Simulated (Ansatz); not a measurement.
Task: a band structure of PbO2, space group Fm-3m, with Ansatz 0.2.0 through its Python package. Give the script and its output. Level of theory: LDA, norm-conserving potentials, the default cutoff (1143 eV here), 7×7×7 k-points, Fermi-Dirac smearing of 0.05 eV.

```
Pb O
1.0
     0.00000    2.57000    2.57000
     2.57000    0.00000    2.57000
     2.57000    2.57000    0.00000
Pb O
1 2
Direct
  0.00000 0.00000 0.00000
  0.25000 0.25000 0.25000
  0.75000 0.75000 0.75000
```

`pbo2.py`:
```python
"""Bands of PbO2 along a path through the zone."""

import ansatz as az
import numpy as np
from pymatgen.core import Lattice, Structure
from pymatgen.io.ase import AseAtomsAdaptor

XC = "lda"
OCCUPATIONS = "fermi_dirac"
SIGMA = 0.05
SCF_TOL = 1e-08
N_EMPTY = 8

pmg_structure = Structure(
    Lattice([(0.0, 2.57, 2.57), (2.57, 0.0, 2.57), (2.57, 2.57, 0.0)]),
    ["Pb", "O", "O"],
    [
        (0.0, 0.0, 0.0),
        (0.25, 0.25, 0.25),
        (0.75, 0.75, 0.75),
    ],
)
cell = az.Crystal.from_ase(AseAtomsAdaptor.get_atoms(pmg_structure))

# vertices of the path, as fractions of the reciprocal vectors
path = [
    ("K", (0.375, 0.375, 0.75)),
    ("G", (0.0, 0.0, 0.0)),
    ("L", (0.5, 0.5, 0.5)),
    ("W", (0.5, 0.25, 0.75)),
    ("X", (0.5, 0.0, 0.5)),
]
base = (
    cell.calculation()
    .functional(XC)
    .pseudopotentials("nc")
    .kpoints(7)
    .occupations(OCCUPATIONS, width=SIGMA)
    .mixing("anderson", preconditioner="resta")
    .scf(tolerance=SCF_TOL, lower_state_search="standard")
    .band_structure([point for _, point in path], intervals=10)
    .scf(extra_bands=N_EMPTY)
)
res = base.run(threads=1, backend="cpu")
report = res.report

print(f"free energy      {report['free_energy_ev']:.5f} eV")
print(f"per atom         {report['free_energy_ev'] / len(res.lattice.sites):.5f} eV")
print(f"SCF iterations   {report['n_iterations']}  (converged: {report['converged']})")

bands = res.band_structure()
fermi = bands.fermi_energy_ev
print(f"zero of the bands: {fermi:.3f} eV, the Fermi level found on the SCF mesh")
for spin, channel in enumerate(bands.channels):
    levels = channel.eigenvalues_ev - fermi
    crossing = [b for b in range(levels.shape[1]) if levels[:, b].min() < 0 < levels[:, b].max()]
    print(f"channel {spin}: bands that cross the Fermi level on this path:", [b + 1 for b in crossing] or "none")
    shown = crossing or sorted(np.argsort(np.abs(levels).min(axis=0))[:2])
    for k, row in zip(bands.kpoints_frac, levels[:, shown]):
        print(f"{k[0]:7.3f} {k[1]:7.3f} {k[2]:7.3f}  ", " ".join(f"{e:8.3f}" for e in row))
```

```console
$ python pbo2.py
DeckWarning: basis.ecutwfc = 1142.878222 eV, auto-derived from the records' recommended cutoffs: set by O (normal level)
free energy      -2808.09307 eV
per atom         -936.03102 eV
SCF iterations   9  (converged: True)
zero of the bands: 12.478 eV, the Fermi level found on the SCF mesh
channel 0: bands that cross the Fermi level on this path: [14]
  0.375   0.375   0.750      2.806
  0.338   0.338   0.675      2.999
  0.300   0.300   0.600      3.045
  0.263   0.263   0.525      2.936
  0.225   0.225   0.450      2.687
  0.188   0.188   0.375      2.301
  0.150   0.150   0.300      1.766
  0.113   0.113   0.225      1.079
  0.075   0.075   0.150      0.259
  0.037   0.037   0.075     -0.657
  0.000   0.000   0.000     -1.617
  0.050   0.050   0.050     -0.819
  0.100   0.100   0.100     -0.031
  0.150   0.150   0.150      0.711
  0.200   0.200   0.200      1.385
  0.250   0.250   0.250      1.974
  0.300   0.300   0.300      2.469
  0.350   0.350   0.350      2.865
  0.400   0.400   0.400      3.156
  0.450   0.450   0.450      3.337
  0.500   0.500   0.500      3.398
  0.500   0.475   0.525      3.385
  0.500   0.450   0.550      3.346
  0.500   0.425   0.575      3.287
  0.500   0.400   0.600      3.217
  0.500   0.375   0.625      3.144
  0.500   0.350   0.650      3.077
  0.500   0.325   0.675      3.022
  0.500   0.300   0.700      2.984
  0.500   0.275   0.725      2.963
  0.500   0.250   0.750      2.956
  0.500   0.225   0.725      2.934
  0.500   0.200   0.700      2.872
  0.500   0.175   0.675      2.777
  0.500   0.150   0.650      2.660
  0.500   0.125   0.625      2.532
  0.500   0.100   0.600      2.407
  0.500   0.075   0.575      2.295
  0.500   0.050   0.550      2.208
  0.500   0.025   0.525      2.152
  0.500   0.000   0.500      2.133
```
(Warnings from the package without file and line.)

What to keep in mind:
- These settings explore the input space; cutoff and mesh may be short of convergence.
- For a metal this k-point mesh is coarse: on a finer one energies can move by several to tens of meV an atom and pressures by half a GPa or more, differences at one mesh by less.
- Spin-orbit coupling, which matters for elements this heavy, is left out.
- The structure is a deposited one; some such entries were measured under pressure or heat, so a shift against it needn't be the functional's error alone.
- Gaps and levels are Kohn-Sham values on a finite set of k-points, without spin-orbit coupling.
- Wall time of the script: 6 s on 1 thread of Arm Neoverse V1, on a shared host, peak memory 0.43 GiB.

(Lines on the test bed's own set-up are left out of the output.)
